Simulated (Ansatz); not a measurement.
# Ta2O5: molecular dynamics, part 2 of 2

The plan is to heat the crystal hard, then cool it somewhat, and see whether it keeps its order. Runs: 200 steps of 0.75 fs under a Langevin thermostat at 4200 K; 200 steps of 1.12 fs under a Nosé-Hoover thermostat at 2520 K. The start is the crystal (P2/m), its volume scaled by 1.15.

Ansatz 0.2.0; DFT PBEsol, plane waves, PAW, scalar-relativistic, no spin polarisation. The steps go on from the part before.

### Step 7. The output, continued: dynamics from the last frame of the run before

The log, continued (excerpt; [...] marks lines left out):

```text
md step    35: t =    39.20 fs  T =  2452.1 K  F+E_penalty+E_count = -44845.85388599 eV  E_kin = 4.120472 eV  conserved = -44840.53983621 eV  (5 SCF iters)
[...]
md step    54: t =    60.48 fs  T =  2748.8 K  F+E_penalty+E_count = -44847.31536500 eV  E_kin = 4.619090 eV  conserved = -44840.54214040 eV  (5 SCF iters)
[...]
md step    73: t =    81.76 fs  T =  2356.6 K  F+E_penalty+E_count = -44846.56833491 eV  E_kin = 3.960019 eV  conserved = -44840.53963515 eV  (4 SCF iters)
[...]
md step    92: t =   103.04 fs  T =  2747.5 K  F+E_penalty+E_count = -44845.64447105 eV  E_kin = 4.616825 eV  conserved = -44840.53686558 eV  (4 SCF iters)
[...]
md step   199: t =   222.88 fs  T =  2101.0 K  F+E_penalty+E_count = -44845.67069329 eV  E_kin = 3.530477 eV  conserved = -44840.54239222 eV  (5 SCF iters)
[...]
md step   200: t =   224.00 fs  T =  1882.3 K  F+E_penalty+E_count = -44845.65676206 eV  E_kin = 3.162934 eV  conserved = -44840.54279421 eV  (11 SCF iters)
SCF converged after 11 iterations
Free energy (F): -44845.656762 eV
[...]
E sigma→0 (E₀):  -44845.388271 eV
Entropy (-TS):   -0.536983 eV (-38.356 meV/atom)
Fermi energy:    6.560585 eV
[...]
--- Forces (eV/Å), atoms counted from 1 ---
  atom   1  Ta    -3.66559818    -2.61425535     0.25746367
  atom   2  Ta    -1.15803905     0.91245795    -4.35551650
  atom   3  O     -0.10628270    -1.46959002     0.17320063
  atom   4  O     -0.31956237     2.31987491     0.20310460
  atom   5  O      0.42084923     0.59141140    -1.72206753
  atom   6  O      4.07457347     1.49265449     0.33508030
  atom   7  O      0.51669174     0.13344663    -0.68448084
  atom   8  Ta     1.58953358     2.91541812     0.92804462
[...]
--- MD trajectory: 200 steps, t = 0.0 → 224.0 fs ---
  final state: T = 1882.3 K   F+E_penalty+E_count = -44845.65676206 eV   E_kin = 3.162934 eV
  conserved energy: peak-to-peak 1.133e-2 eV (8.094e-4 eV/atom) over 224.0 fs
```

It took 16 min on 1 thread of Arm Neoverse V2, shared host; peak memory 0.55 GiB.

### Step 8. The trajectory

The trajectory, every 11 steps (energies from step 0); msd is the mean square displacement from the start, the centre of mass held:

| time (fs) | T (K) | potential energy change (meV/atom) | conserved energy change (meV/atom) | msd O (Å²) | msd Ta (Å²) |
| --- | --- | --- | --- | --- | --- |
| 0.0 | 2520 | 0.0 | 0.00 | 0.000 | 0.000 |
| 12.3 | 2304 | -107.3 | -0.41 | 0.058 | 0.003 |
| 24.6 | 2639 | -58.7 | -0.03 | 0.190 | 0.015 |
| 37.0 | 2655 | -78.5 | -0.15 | 0.296 | 0.038 |
| 49.3 | 2669 | -132.2 | -0.22 | 0.376 | 0.067 |
| 61.6 | 2715 | -182.8 | -0.24 | 0.458 | 0.095 |
| 73.9 | 2680 | -194.4 | -0.34 | 0.555 | 0.121 |
| 86.2 | 3019 | -100.8 | 0.04 | 0.660 | 0.150 |
| 98.6 | 2799 | -81.4 | -0.10 | 0.723 | 0.185 |
| 110.9 | 2567 | -125.8 | -0.22 | 0.755 | 0.218 |
| 123.2 | 2534 | -142.1 | -0.16 | 0.817 | 0.237 |
| 135.5 | 2362 | -109.8 | -0.24 | 0.899 | 0.248 |
| 147.8 | 2339 | -30.5 | 0.03 | 0.833 | 0.265 |
| 160.2 | 2175 | -68.4 | -0.12 | 0.636 | 0.282 |
| 172.5 | 2129 | -87.5 | -0.08 | 0.462 | 0.285 |
| 184.8 | 1870 | -265.8 | -0.67 | 0.395 | 0.274 |
| 197.1 | 2077 | -273.4 | -0.39 | 0.408 | 0.265 |
| 209.4 | 2148 | -205.1 | -0.49 | 0.477 | 0.260 |
| 221.8 | 2464 | -66.5 | -0.24 | 0.551 | 0.258 |
| 224.0 | 1882 | -63.1 | -0.30 | 0.555 | 0.258 |

time (fs), T (K) and a bar:
```
      0.0       2520 ################
     10.1       2471 ###############
     19.0       2602 ##################
     29.1       2303 ###########
     39.2       2452 ##############
     48.2       2752 ######################
     58.2       2603 ##################
     68.3       2361 ############
     78.4       2248 #########
     87.4       2974 ###########################
     97.4       2553 #################
    107.5       2235 #########
    116.5       2471 ###############
    126.6       2883 #########################
    136.6       2542 #################
    145.6       2212 ########
    155.7       2502 ################
    165.8       2929 ##########################
    175.8       2847 ########################
    184.8       1870 
    194.9       2571 #################
    205.0       3083 ##############################
    213.9       2145 #######
    224.0       1882
```

Pair distribution over the second half of the run:

| r (Å) | g O–O | g Ta–O |
| --- | --- | --- |
| 0.68 | 0.00 | 0.00 |
| 0.84 | 0.00 | 0.00 |
| 1.00 | 0.00 | 0.00 |
| 1.16 | 0.00 | 0.00 |
| 1.32 | 0.00 | 0.00 |
| 1.48 | 0.00 | 0.00 |
| 1.64 | 0.00 | 0.58 |
| 1.80 | 0.00 | 2.99 |
| 1.96 | 0.00 | 4.16 |
| 2.12 | 0.00 | 3.41 |
| 2.28 | 0.05 | 2.25 |
| 2.44 | 0.81 | 1.29 |
| 2.60 | 1.78 | 0.47 |

First peaks of g(r) (not always the tallest), and, where a minimum follows, the mean number of second-named atoms round a first-named one up to the next minimum:

| pair | peak (Å) | height | minimum (Å) | neighbours |
| --- | --- | --- | --- | --- |
| Ta–O | 1.96 | 4.2 | - | - |

Maxima of the velocity power spectrum (cm⁻¹, relative height; resolution about 300 cm⁻¹): 220 (100).

### Step 9. Snapshots as a file

Extended XYZ, with forces in eV/Å:

```xyz
14
Lattice="-4.025 -4.047 0.000 4.025 -4.047 0.000 -1.906 0.000 6.840" Properties=species:S:1:pos:R:3:forces:R:3 pbc="T T T" time_fs=32.5 T=2539 dE=-1.0437
Ta    0.960   -4.276    5.232    1.756   -1.406    1.764
Ta    0.985   -4.307    1.447    4.667   -1.742    1.866
O    -3.087   -6.362    5.191    0.571    0.957    1.849
O     1.453   -1.415    1.184   -1.152    0.163    0.406
O    -0.720   -4.726    5.712   -2.659    0.937    0.763
O     2.897   -4.164    0.699    0.755    0.941    1.195
O     0.951   -4.188    3.388    0.183    0.198   -3.818
Ta   -3.168   -4.350    5.441    0.520   -0.725   -2.096
Ta   -3.451   -3.969    1.685    1.477   -2.798   -0.500
O    -2.568   -2.213    5.014   -1.464   -1.980    1.143
O     1.276   -6.201    1.349   -1.304   -0.288    0.626
O    -4.946   -4.420    5.886    0.693    1.967   -1.101
O    -0.646   -3.987    1.064   -3.064    0.939   -2.724
O    -3.278   -4.681    3.467   -0.977    2.839    0.627
14
Lattice="-4.025 -4.047 0.000 4.025 -4.047 0.000 -1.906 0.000 6.840" Properties=species:S:1:pos:R:3:forces:R:3 pbc="T T T" time_fs=63.8 T=2499 dE=-2.5677
Ta    1.100   -4.291    5.338   -2.751   -2.552   -0.046
Ta    0.805   -4.346    1.473    1.827    2.336   -1.845
O    -2.869   -6.266    5.199   -0.628    2.298   -0.035
O     1.392   -1.752    1.489   -1.731    2.322    0.833
O    -0.833   -4.327    5.857    0.432    0.492   -0.621
O     2.892   -4.486    0.858    1.639    2.257    1.157
O     0.697   -4.535    3.328    0.550    1.435    1.658
Ta   -3.086   -4.318    5.293    0.846    0.663    2.741
Ta   -3.404   -4.046    1.664    0.812   -2.841   -2.880
O    -2.709   -2.113    5.574   -0.305    0.103   -1.307
O     1.004   -6.093    1.260   -0.888   -4.155   -0.202
O    -4.968   -4.076    5.677    1.280   -0.471    0.470
O    -0.783   -3.898    0.654   -1.529   -0.707   -0.157
O    -3.499   -3.689    3.480    0.447   -1.181    0.233
14
Lattice="-4.025 -4.047 0.000 4.025 -4.047 0.000 -1.906 0.000 6.840" Properties=species:S:1:pos:R:3:forces:R:3 pbc="T T T" time_fs=96.3 T=2319 dE=-1.3462
Ta    1.124   -4.401    5.456   -1.305    5.167   -3.362
Ta    0.710   -4.366    1.370    1.224    3.178    1.145
O    -2.827   -5.988    5.285    0.220    1.164   -0.545
O     0.826   -1.933    2.060   -0.414    1.815   -1.921
O    -0.745   -3.652    6.013   -0.086   -2.432    0.365
O     2.789   -3.941    1.315    0.652   -1.934   -1.490
O     0.751   -4.192    3.452    0.473   -1.307    0.855
Ta   -2.955   -4.185    5.277   -1.045   -0.434    1.058
Ta   -3.336   -4.207    1.573   -1.057   -0.374    1.350
O    -3.056   -2.076    5.660    0.526   -0.767    0.194
O     0.480   -6.066    1.092    1.846   -1.888    0.227
O    -4.885   -3.940    5.708   -1.835   -1.634    0.314
O    -1.039   -4.211    0.519   -0.870    1.289    0.958
O    -3.418   -3.458    3.298    1.674   -1.843    0.853
14
Lattice="-4.025 -4.047 0.000 4.025 -4.047 0.000 -1.906 0.000 6.840" Properties=species:S:1:pos:R:3:forces:R:3 pbc="T T T" time_fs=127.7 T=2804 dE=-1.8765
Ta    1.082   -4.344    5.445   -1.852    1.236   -0.769
Ta    0.665   -4.303    1.303    0.653   -2.132    2.173
O    -2.752   -5.741    5.263   -0.465   -4.062    1.543
O     0.159   -1.958    1.864    1.699   -2.400   -0.483
O    -0.943   -3.928    6.312   -0.777    0.703   -2.159
O     2.827   -4.064    1.199   -1.470    0.868   -0.623
O     1.009   -4.306    3.595   -0.334    0.130   -0.436
Ta   -2.865   -4.017    5.317   -0.041   -0.187    0.986
Ta   -3.311   -4.357    1.514   -0.098    1.471    0.592
O    -3.190   -2.074    5.736   -0.895   -0.307   -0.215
O     0.743   -6.147    1.058   -0.440    2.240    1.400
O    -5.244   -4.513    5.976    2.598    1.263    0.803
O    -1.451   -4.184    0.986    2.657   -0.545   -0.482
O    -2.611   -4.095    3.516   -1.236    1.722   -2.329
14
Lattice="-4.025 -4.047 0.000 4.025 -4.047 0.000 -1.906 0.000 6.840" Properties=species:S:1:pos:R:3:forces:R:3 pbc="T T T" time_fs=160.2 T=2175 dE=-0.9583
Ta    0.986   -4.181    5.423    0.745    1.554    0.769
Ta    0.660   -4.252    1.339    3.250   -4.831    2.788
O    -3.033   -6.243    5.697    0.381   -0.502   -2.020
O     0.502   -2.208    1.274    0.022   -1.880    1.563
O    -1.046   -4.112    5.912   -0.355    0.431    0.535
O     2.706   -4.012    0.700    0.764   -1.034    1.510
O     1.132   -4.500    3.482   -0.682    2.498    1.528
Ta   -2.817   -3.979    5.366   -2.904   -1.125   -2.181
Ta   -3.293   -4.500    1.453    0.380    4.330   -0.441
O    -3.531   -2.170    5.625    2.329   -1.402   -0.548
O     0.995   -6.155    1.678   -1.228    1.488   -2.041
O    -5.025   -4.439    6.432   -0.178    1.081   -3.084
O    -1.185   -4.367    1.245   -0.744    0.130   -0.817
O    -2.566   -4.059    3.440   -1.781   -0.739    2.439
14
Lattice="-4.025 -4.047 0.000 4.025 -4.047 0.000 -1.906 0.000 6.840" Properties=species:S:1:pos:R:3:forces:R:3 pbc="T T T" time_fs=191.5 T=3134 dE=-4.0101
Ta    0.961   -4.038    5.444    1.188    1.430   -1.400
Ta    0.753   -4.347    1.484   -0.744    0.695    1.420
O    -3.200   -6.189    5.472    0.560   -0.870    0.535
O     1.054   -2.316    1.340   -1.047    1.287   -0.422
O    -1.111   -4.135    5.890    1.672   -0.311    0.624
O     3.012   -4.320    0.942   -2.938    0.014   -1.225
O     0.964   -3.882    3.439   -0.364   -1.657    1.062
Ta   -2.902   -4.048    5.371   -4.455    0.016   -2.033
Ta   -3.264   -4.508    1.353    2.759   -0.118    1.468
O    -3.172   -2.144    5.400    0.851   -0.252    0.024
O     0.805   -6.117    1.590    0.906   -1.664   -0.242
O    -5.021   -4.034    6.122   -0.843   -0.725   -0.142
O    -1.173   -4.462    1.076    1.089    1.725   -0.660
O    -3.342   -4.318    3.413    1.367    0.431    0.991
14
Lattice="-4.025 -4.047 0.000 4.025 -4.047 0.000 -1.906 0.000 6.840" Properties=species:S:1:pos:R:3:forces:R:3 pbc="T T T" time_fs=224.0 T=1882 dE=-0.8836
Ta    0.988   -3.933    5.411   -3.666   -2.614    0.258
Ta    0.860   -4.491    1.691   -1.158    0.912   -4.356
O    -3.034   -5.913    5.420   -0.106   -1.470    0.173
O     1.143   -2.255    1.263   -0.320    2.320    0.203
O    -1.018   -4.196    6.062    0.421    0.591   -1.722
O     2.566   -4.611    0.985    4.075    1.493    0.335
O     0.569   -3.968    3.516    0.517    0.133   -0.684
Ta   -3.142   -4.174    5.359    1.589    2.915    0.928
Ta   -3.169   -4.436    1.294   -0.205   -0.536    1.582
O    -2.613   -1.591    5.210   -0.811   -2.641    0.050
O     0.825   -6.343    1.334   -1.503    0.265    1.256
O    -5.120   -3.906    5.872    2.247    0.482    1.127
O    -0.978   -3.750    0.606   -2.040   -2.515    0.876
O    -3.386   -4.333    3.243    0.960    0.664   -0.027
```

Reading of run 2. Against a set 2520 K the second half averages 2525 K with a spread of 373 K (in equilibrium 14 atoms would scatter by about 571 K, over a far longer run). A thermostat time of 3 fs is as short as the fastest vibrations or shorter, so the thermostat can drive swings of its own. The conserved energy strays from its start by at most 0.67 meV/atom, 0.2 % of the mean kinetic energy, which is good for a step of 1.12 fs. The atom that moves most swings out by 1.42 Å (the median distance to the nearest neighbour, bonds to H left out, is 1.88 Å), and none ends a neighbour distance from its start. Counted from the crystal's sites, with the common drift removed, the atoms stand 0.33 Å away over the last tenth of the run (root mean square), 16 % of the neighbour distance: near the range, 10 to 20 % and a little above, in which crystals usually melt.

### Step 10. Results

What follows sums up all 2 parts.

| quantity | value |
| --- | --- |
| run 1: length | 200 steps of 0.75 fs |
| run 1: temperature, first and last step | 3900 and 3530 K |
| run 1: temperature, second half | mean 2859 K, from 2280 to 3670 K |
| run 1: potential energy, second half | +406 meV/atom from this run's first step |
| run 1: mean square displacement, second half | O 0.430, Ta 0.134 Å² |
| run 2: length | 200 steps of 1.12 fs |
| run 2: temperature, first and last step | 2520 and 1882 K |
| run 2: temperature, second half | mean 2525 K, from 1870 to 3480 K |
| run 2: potential energy, second half | -143 meV/atom from this run's first step |
| run 2: largest change of the conserved energy | 0.67 meV/atom |
| run 2: mean square displacement, second half | O 0.617, Ta 0.262 Å² |

**Reading.** Mean temperatures of the second halves: 2859 K, 2525 K. In the last run: counted from the crystal's sites, with the common drift removed, the atoms stand 0.33 Å away over the last tenth of the run (root mean square), 16 % of the neighbour distance: near the range, 10 to 20 % and a little above, in which crystals usually melt. A run of 224 fs with 14 atoms shows the motion but fixes no equilibrium value. Accuracy level and mesh were kept low to afford the steps.
